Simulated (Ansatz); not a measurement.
# CH5BFNSi: vertical spin-state energies in Python

Which spin state of CH5BFNSi lies lowest at this geometry? Aim: vertical spin-state energies, for CH5BFNSi, run from a script. SMILES: C[Si]1(F)BN1.

Program: Ansatz 0.2.0, driven from Python. Level of theory: CAM-B3LYP/6-31G. These are calculated values, not measurements.

### Step 1. The structure

Bond lengths: C1–Si2 1.853 Å, Si2–F3 1.656 Å, Si2–B4 1.997 Å, Si2–N5 1.742 Å, B4–N5 1.513 Å, C1–H6 1.059 Å, C1–H7 1.103 Å, C1–H8 1.151 Å, B4–H9 1.247 Å, N5–H10 1.014 Å. Angles (14 of 18 angles, heavy atoms first): C1–Si2–F3 115.9°, C1–Si2–B4 124.8°, C1–Si2–N5 110.8°, F3–Si2–B4 119.2°, F3–Si2–N5 108.8°, B4–Si2–N5 47.1°, Si2–B4–N5 57.5°, Si2–N5–B4 75.3°, Si2–C1–H6 111.9°, Si2–C1–H7 109.8°, Si2–C1–H8 105.9°, Si2–B4–H9 147.3°, N5–B4–H9 151.9°, Si2–N5–H10 108.4°.

Input file ch5bfnsi.xyz:

```xyz
10

C    -0.57540   -1.28830   -0.57680
Si    0.51160   -0.25640    0.51220
F     1.92810   -0.96320    0.99670
B     0.13940    1.63680    1.02820
N     0.87450    1.27070   -0.24250
H    -0.80820   -2.22090   -0.13210
H    -0.12520   -1.37440   -1.57980
H    -1.54870   -0.68860   -0.71130
H    -0.54020    2.42270    1.71840
H     0.22720    1.41040   -1.01020
```

### Step 2. The code

The input, spin_ch5bfnsi.py:

```python
'''Gap between spin states of CH5BFNSi at one geometry.'''

import ansatz as az

molecule = az.Crystal.molecule_from_extxyz('ch5bfnsi.xyz')

calc = (
    molecule.calculation()
    .basis(gaussian='6-31G')
    .functional('cam_b3lyp')
)
found = {}
for unpaired in [0, 2]:
    data = calc.spin('collinear', total=unpaired).run().report
    s = unpaired / 2
    found[unpaired] = data['free_energy_ev']
    print(f'2S+1 = {unpaired + 1}: E = {found[unpaired]:.5f} eV, <S^2> = {abs(data["mean_field"]["state"]["spin_squared"]):.3f} (pure state {s * (s + 1):.2f})')
lowest = min(found, key=found.get)
for unpaired, e in found.items():
    print(f'multiplicity {unpaired + 1}: {23.060548 * (e - found[lowest]):.1f} kcal/mol above the lowest')
```

### Step 3. The calls as engine input

The package turns the script's settings into the engine's input (first run):

```yaml
crystal:
  periodic: [false, false, false]
  atoms:
    - { symbol: C, position_ang: [-0.5754, -1.2883, -0.5768] }
    - { symbol: Si, position_ang: [0.5116, -0.2564, 0.5122] }
    - { symbol: F, position_ang: [1.9281, -0.9632, 0.9967] }
    - { symbol: B, position_ang: [0.1394, 1.6368, 1.0282] }
    - { symbol: "N", position_ang: [0.8745, 1.2707, -0.2425] }
    - { symbol: H, position_ang: [-0.8082, -2.2209, -0.1321] }
    - { symbol: H, position_ang: [-0.1252, -1.3744, -1.5798] }
    - { symbol: H, position_ang: [-1.5487, -0.6886, -0.7113] }
    - { symbol: H, position_ang: [-0.5402, 2.4227, 1.7184] }
    - { symbol: H, position_ang: [0.2272, 1.4104, -1.0102] }
basis:
  gaussian:
    orbitals: "6-31G"
hamiltonian:
  xc: cam_b3lyp
magnetization:
  spin_polarized: true
  initial_magnetization: 0.0
```

### Step 4. The run

On the command line:

```
$ python spin_ch5bfnsi.py
```

**Question.** Which spin state is lowest at this geometry, and how far above lie the others?

The runs gave:

| quantity | value |
| --- | --- |
| runs compared | 2 |
| lowest | run 1 (2S+1 = 1) |
| next above it by | 2.490 eV |

In order: multiplicity 1 (+0.00 eV) and multiplicity 3 (+2.49 eV), all at the one geometry. The geometry is a force-field or estimated start, not a minimum of this method, and the basis set is short of its limit. All parts are taken at fixed geometry, without zero-point energy.
